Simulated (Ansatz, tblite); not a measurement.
**TIPS-pentacene (C44H54Si2): a ladder of methods and basis sets**

One table from this session's results is given with a row withheld; the runs are named, their logs left out.

Program: Ansatz 0.2.0, Gaussian basis. Level of theory: as each input shows. These are calculated values, not measurements.

Plan: GFN1-xTB, GFN2-xTB, PBE-D4/def2-SVP, r2SCAN-D4/def2-SVP, B3LYP-D4/def2-SVP, B2PLYP/def2-SVP, r2SCAN-D4/def2-mTZVP, HF/STO-3G, HF/6-31G, B3LYP-D4/6-31G, RPA/def2-SVP.

1 further run of the same task is left out (it didn't finish).

### The geometry

The singlet was relaxed beforehand with PBE-D4/def2-SVP.

SMILES `CC(C)[Si](C#Cc1c2cc3ccccc3cc2c(C#C[Si](C(C)C)(C(C)C)C(C)C)c2cc3ccccc3cc12)(C(C)C)C(C)C`, 100 atoms, charge 0, spin multiplicity 1.

Bond lengths: C1–C2 1.537 Å, C1–H47 1.109 Å, C1–H48 1.112 Å, C1–H49 1.110 Å, C2–C3 1.538 Å, C2–Si4 1.923 Å, C2–H50 1.115 Å, C3–H51 1.111 Å, C3–H52 1.112 Å, C3–H53 1.109 Å, Si4–C5 1.844 Å, Si4–C41 1.927 Å, Si4–C44 1.918 Å, C5–C6 1.239 Å, C6–C7 1.415 Å, C7–C8 1.433 Å, C7–C40 1.432 Å, C8–C9 1.415 Å and more. Angles: C2–C1–H47 111.7°, C2–C1–H48 110.9°, C2–C1–H49 112.0°, H47–C1–H48 107.8°, H47–C1–H49 107.1°, H48–C1–H49 107.1°, C1–C2–C3 111.6°, C1–C2–Si4 113.8°, C1–C2–H50 107.4°, C3–C2–Si4 112.4°, C3–C2–H50 107.8°, Si4–C2–H50 103.1°, C2–C3–H51 111.6°, C2–C3–H52 111.0°, C2–C3–H53 112.6°, H51–C3–H52 106.9°, H51–C3–H53 107.3°, H52–C3–H53 107.1° and more.

PBE0-D4/def2-SVP was run before; its log isn't repeated, and its numbers join the tables.

Set-up of the first run:

Tight binding, by tblite at 300 K electronic temperature and without a spin-polarisation term:

```python
tblite.interface.Calculator('GFN1-xTB', numbers, positions, charge=0, uhf=0).singlepoint()
```

Tight binding, by tblite at 300 K electronic temperature and without a spin-polarisation term:

```python
tblite.interface.Calculator('GFN2-xTB', numbers, positions, charge=0, uhf=0).singlepoint()
```

start.molden holds the orbitals of an earlier run on this state, given as this run's starting guess.

The input, in.yaml:

```yaml
crystal:
  periodic: [false, false, false]
  atoms:
    - {symbol: C, position_ang: [-5.647624, -2.690217, 1.859061]}
    - {symbol: C, position_ang: [-6.461043, -1.389570, 1.959225]}
    - {symbol: C, position_ang: [-7.973473, -1.660899, 1.884668]}
    - {symbol: Si, position_ang: [-5.898520, -0.023925, 0.727435]}
    - {symbol: C, position_ang: [-4.066032, -0.134274, 0.555503]}
    - {symbol: C, position_ang: [-2.835607, -0.143435, 0.412446]}
    - {symbol: C, position_ang: [-1.431295, -0.125688, 0.238762]}
    - {symbol: C, position_ang: [-0.830851, 0.925860, -0.527998]}
    - {symbol: C, position_ang: [-1.612140, 1.947829, -1.117500]}
    - {symbol: C, position_ang: [-1.038330, 2.979823, -1.871912]}
    - {symbol: C, position_ang: [-1.828090, 4.018044, -2.471779]}
    - {symbol: C, position_ang: [-1.233772, 5.020163, -3.209554]}
    - {symbol: C, position_ang: [0.187934, 5.043991, -3.392546]}
    - {symbol: C, position_ang: [0.982886, 4.065902, -2.832917]}
    - {symbol: C, position_ang: [0.405990, 3.004121, -2.057493]}
    - {symbol: C, position_ang: [1.185281, 1.995665, -1.474960]}
    - {symbol: C, position_ang: [0.612821, 0.952420, -0.709399]}
    - {symbol: C, position_ang: [1.422853, -0.067394, -0.111971]}
    - {symbol: C, position_ang: [2.827816, -0.035837, -0.278994]}
    - {symbol: C, position_ang: [4.058119, -0.006090, -0.419217]}
    - {symbol: Si, position_ang: [5.890600, 0.031237, -0.624946]}
    - {symbol: C, position_ang: [6.283182, -1.014990, -2.183139]}
    - {symbol: C, position_ang: [7.791731, -1.158707, -2.438294]}
    - {symbol: C, position_ang: [5.538639, -0.490237, -3.420568]}
    - {symbol: C, position_ang: [6.637321, -0.769624, 0.947981]}
    - {symbol: C, position_ang: [6.202748, -0.022697, 2.219930]}
    - {symbol: C, position_ang: [6.287509, -2.264407, 1.032038]}
    - {symbol: C, position_ang: [6.446029, 1.856516, -0.862993]}
    - {symbol: C, position_ang: [7.921828, 2.059946, -0.476306]}
    - {symbol: C, position_ang: [5.533659, 2.877196, -0.163248]}
    - {symbol: C, position_ang: [0.822599, -1.116896, 0.657012]}
    - {symbol: C, position_ang: [1.603865, -2.131756, 1.258274]}
    - {symbol: C, position_ang: [1.029531, -3.163705, 2.012122]}
    - {symbol: C, position_ang: [1.819307, -4.194561, 2.624669]}
    - {symbol: C, position_ang: [1.223181, -5.197672, 3.359669]}
    - {symbol: C, position_ang: [-0.200453, -5.230974, 3.526300]}
    - {symbol: C, position_ang: [-0.995589, -4.259949, 2.954841]}
    - {symbol: C, position_ang: [-0.416575, -3.196923, 2.182646]}
    - {symbol: C, position_ang: [-1.195455, -2.193819, 1.591399]}
    - {symbol: C, position_ang: [-0.621764, -1.147347, 0.831933]}
    - {symbol: C, position_ang: [-6.311186, 1.707388, 1.465606]}
    - {symbol: C, position_ang: [-7.764624, 2.130184, 1.189884]}
    - {symbol: C, position_ang: [-5.317689, 2.808711, 1.059879]}
    - {symbol: C, position_ang: [-6.635788, -0.247116, -1.029473]}
    - {symbol: C, position_ang: [-6.129506, 0.842602, -1.989810]}
    - {symbol: C, position_ang: [-6.360813, -1.650830, -1.592986]}
    - {symbol: H, position_ang: [-4.559544, -2.503184, 1.960965]}
    - {symbol: H, position_ang: [-5.945837, -3.406275, 2.655851]}
    - {symbol: H, position_ang: [-5.800623, -3.201700, 0.886426]}
    - {symbol: H, position_ang: [-6.244656, -0.937146, 2.955414]}
    - {symbol: H, position_ang: [-8.263909, -2.091256, 0.902851]}
    - {symbol: H, position_ang: [-8.286616, -2.390549, 2.662911]}
    - {symbol: H, position_ang: [-8.578462, -0.743221, 2.034487]}
    - {symbol: H, position_ang: [-2.702814, 1.925425, -0.972881]}
    - {symbol: H, position_ang: [-2.919771, 3.994820, -2.327151]}
    - {symbol: H, position_ang: [-1.849292, 5.810795, -3.665435]}
    - {symbol: H, position_ang: [0.641685, 5.853012, -3.985354]}
    - {symbol: H, position_ang: [2.075664, 4.080892, -2.969456]}
    - {symbol: H, position_ang: [2.277099, 2.007410, -1.613120]}
    - {symbol: H, position_ang: [5.871449, -2.021617, -1.941005]}
    - {symbol: H, position_ang: [8.336759, -1.556411, -1.556825]}
    - {symbol: H, position_ang: [8.253979, -0.183825, -2.702711]}
    - {symbol: H, position_ang: [7.990225, -1.847955, -3.287939]}
    - {symbol: H, position_ang: [5.894462, 0.521439, -3.712221]}
    - {symbol: H, position_ang: [4.445534, -0.421323, -3.245424]}
    - {symbol: H, position_ang: [5.700209, -1.153596, -4.297961]}
    - {symbol: H, position_ang: [7.743076, -0.673790, 0.843425]}
    - {symbol: H, position_ang: [6.516609, 1.040970, 2.213898]}
    - {symbol: H, position_ang: [6.639063, -0.491693, 3.128794]}
    - {symbol: H, position_ang: [5.098170, -0.039340, 2.334554]}
    - {symbol: H, position_ang: [6.668720, -2.840368, 0.164323]}
    - {symbol: H, position_ang: [5.186820, -2.415540, 1.072011]}
    - {symbol: H, position_ang: [6.715126, -2.723978, 1.949693]}
    - {symbol: H, position_ang: [6.355607, 2.022072, -1.961839]}
    - {symbol: H, position_ang: [8.602939, 1.357968, -0.999565]}
    - {symbol: H, position_ang: [8.079358, 1.920325, 0.614122]}
    - {symbol: H, position_ang: [8.258189, 3.090978, -0.721216]}
    - {symbol: H, position_ang: [5.857153, 3.917092, -0.388098]}
    - {symbol: H, position_ang: [5.555769, 2.759566, 0.940530]}
    - {symbol: H, position_ang: [4.475131, 2.774089, -0.475634]}
    - {symbol: H, position_ang: [2.695565, -2.103007, 1.123076]}
    - {symbol: H, position_ang: [2.912586, -4.164121, 2.493704]}
    - {symbol: H, position_ang: [1.838543, -5.983558, 3.823918]}
    - {symbol: H, position_ang: [-0.655397, -6.041973, 4.115476]}
    - {symbol: H, position_ang: [-2.089754, -4.280547, 3.079699]}
    - {symbol: H, position_ang: [-2.288459, -2.212812, 1.716327]}
    - {symbol: H, position_ang: [-6.204173, 1.550088, 2.564420]}
    - {symbol: H, position_ang: [-8.007675, 3.081385, 1.711708]}
    - {symbol: H, position_ang: [-7.941695, 2.302065, 0.107092]}
    - {symbol: H, position_ang: [-8.502525, 1.373687, 1.527421]}
    - {symbol: H, position_ang: [-5.554217, 3.764205, 1.577071]}
    - {symbol: H, position_ang: [-4.272772, 2.536475, 1.308810]}
    - {symbol: H, position_ang: [-5.352440, 3.013779, -0.030948]}
    - {symbol: H, position_ang: [-7.737520, -0.124800, -0.908774]}
    - {symbol: H, position_ang: [-6.555434, 0.704227, -3.007497]}
    - {symbol: H, position_ang: [-5.023410, 0.806405, -2.088118]}
    - {symbol: H, position_ang: [-6.400860, 1.864115, -1.654677]}
    - {symbol: H, position_ang: [-6.771643, -1.753213, -2.621177]}
    - {symbol: H, position_ang: [-6.814984, -2.451827, -0.975569]}
    - {symbol: H, position_ang: [-5.270205, -1.852757, -1.651658]}
basis:
  gaussian: {orbitals: def2-SVP, fitting: {mean_field: def2-universal-jkfit}, initial_orbitals: start.molden}
hamiltonian: {xc: pbe, dispersion: d4}
scf: {omitted_lower_state_checks: [starts]}
output: {orbitals: {seedname: orbitals}}
```

Command:

```
$ ansatz run in.yaml --threads 4 --pin off --events-out ev --progress --plain --max-ram 46080MiB --backend cuda --devices 0, --max-vram 37GiB
```

Steps of the session up to this table: PBE-D4/def2-SVP; r2SCAN-D4/def2-SVP; B3LYP-D4/def2-SVP; B2PLYP/def2-SVP; r2SCAN-D4/def2-mTZVP; HF/STO-3G; HF/6-31G; B3LYP-D4/6-31G; RPA/def2-SVP.

One of the session's tables, all rows but one given; the rest of the session is left out.

It belongs to the step «Binding energy». 

| level | binding an atom (eV) |
| --- | --- |
| HF/STO-3G | 4.264 |
| HF/6-31G | 3.356 |
| PBE-D4/def2-SVP | 4.934 |
| r2SCAN-D4/def2-SVP | 4.807 |
| r2SCAN-D4/def2-mTZVP | 4.712 |
| B3LYP-D4/6-31G | 4.653 |
| B3LYP-D4/def2-SVP | ? |
| PBE0-D4/def2-SVP | 4.856 |

**Question.** Estimate the row for B3LYP-D4/def2-SVP.

The run gave: binding an atom (eV): 4.783. In the column «binding an atom (eV)» it lies between r2SCAN-D4/def2-mTZVP (4.712) and r2SCAN-D4/def2-SVP (4.807).

Limits of these values: Free atoms were run apart at each level; binding is atoms less cluster, divided by the number of atoms, without zero-point or spin-orbit terms.
